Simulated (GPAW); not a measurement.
Crystal: Mg3TiO4.

```xyz
8
Lattice="4.3137 0.0000 0.0000 0.0000 4.3137 0.0000 0.0000 0.0000 4.3137" Properties=species:S:1:pos:R:3 pbc="T T T"
Ti    0.0000    0.0000    0.0000
Mg    2.1568    2.1568    0.0000
Mg    2.1568    0.0000    2.1568
Mg    0.0000    2.1568    2.1568
O     0.0000    2.1568    0.0000
O     0.0000    0.0000    2.1568
O     2.1568    2.1568    2.1568
O     2.1568    0.0000    0.0000
```

The cell comes from a database or a generator and needn't be the stable form of this composition.

Base run:

- Program: GPAW 26.7.0
- Functional: LDA
- Potentials or basis: the program's PAW data sets (release 1.2.1) made for this functional
- Cutoff: 600 eV
- Basis: pw
- k mesh: 5 × 5 × 5
- Occupations: fermi-dirac, width 0.05 eV
- Spin: no spin polarisation

Its results: band gap on the k mesh none (metal or under the smearing width); pressure -18.5 GPa.

Question: The run is repeated on the same cell with these changes: functional from LDA to PBE; potentials or basis from the program's PAW data sets (release 1.2.1) made for this functional to GPAW PAW data sets (gpaw-data 1.2.1). What comes out?

Answer: Band gap on the k mesh none (metal or under the smearing width); pressure -7.6 GPa.

Caveats: the cutoff is short for stress and forces, so pressures can be off by a GPa or more; semilocal functionals often make such compounds metallic where correlation or magnetic order opens a gap, which also shifts bond lengths; so large a pressure means that the cell lies far from this level's equilibrium, or that cutoff or potentials fall short (some runs).

Not every run made on this cell is shown here.
